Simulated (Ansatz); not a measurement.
# H6HfO4: the cost of one run

Method: RKS BLYP/def2-SVP, in Ansatz 0.2.0.

### 1 The starting structure

Bond lengths: Hf1–O2 2.613 Å, Hf1–O3 1.885 Å, Hf1–O4 1.891 Å, Hf1–O5 1.881 Å, O2–H8 0.961 Å, O3–H9 0.965 Å, O4–H10 0.962 Å, O5–H11 0.965 Å. Angles: Hf1–O2–H8 134.0°, O2–Hf1–O3 96.6°, O2–Hf1–O4 149.6°, O2–Hf1–O5 92.4°, O3–Hf1–O4 99.5°, O3–Hf1–O5 111.4°, O4–Hf1–O5 105.3°, Hf1–O3–H9 111.3°, Hf1–O4–H10 110.7°, Hf1–O5–H11 107.3°.

Structure file:

```xyz
11

Hf   -0.4166    0.2325   -0.0705
O     1.5993   -1.4235    0.0787
O    -1.1085   -0.4129   -1.7006
O    -1.9993    0.9474    0.6789
O     0.7144    1.7109   -0.3429
H     1.1455   -1.2382    1.2631
H     0.5716   -0.8295    1.9555
H     1.7268   -2.3433   -0.1669
H    -1.8949    0.0786   -1.9675
H    -1.9484    1.9072    0.7282
H     1.6101    1.3708   -0.4562
```

### 2 Pulling towards end A

Springs on the bonds that form and break draw the guess towards this end; the thresholds are loose.

File input.yaml:

```yaml
crystal:
  periodic: [false, false, false]
  atoms:
    - { symbol: Hf, position_ang: [-0.4166, 0.2325, -0.0705] }
    - { symbol: O, position_ang: [1.5993, -1.4235, 0.0787] }
    - { symbol: O, position_ang: [-1.1085, -0.4129, -1.7006] }
    - { symbol: O, position_ang: [-1.9993, 0.9474, 0.6789] }
    - { symbol: O, position_ang: [0.7144, 1.7109, -0.3429] }
    - { symbol: H, position_ang: [1.1455, -1.2382, 1.2631] }
    - { symbol: H, position_ang: [0.5716, -0.8295, 1.9555] }
    - { symbol: H, position_ang: [1.7268, -2.3433, -0.1669] }
    - { symbol: H, position_ang: [-1.8949, 0.0786, -1.9675] }
    - { symbol: H, position_ang: [-1.9484, 1.9072, 0.7282] }
    - { symbol: H, position_ang: [1.6101, 1.3708, -0.4562] }
basis:
  gaussian: { orbitals: def2-SVP }
hamiltonian:
  xc: blyp
relax:
  f_tol: 0.15
  max_steps: 25
  restrain:
    - { distance: [0, 6], at: 3.36, k: 30.0 }
    - { distance: [5, 1], at: 2.27, k: 30.0 }
    - { distance: [0, 1], at: 2.41, k: 30.0 }
    - { distance: [5, 6], at: 0.62, k: 30.0 }
```

Command:

```bash
$ ansatz run input.yaml --threads 2 --pin off --max-ram 3072MiB --backend cpu --events-out ev --progress --plain --runs-dir out
```

**Question.** How long does this run take on 2 threads of Arm Neoverse V1, shared host, and how much memory does it need?

About 42 s, with a peak of 0.16 GiB.
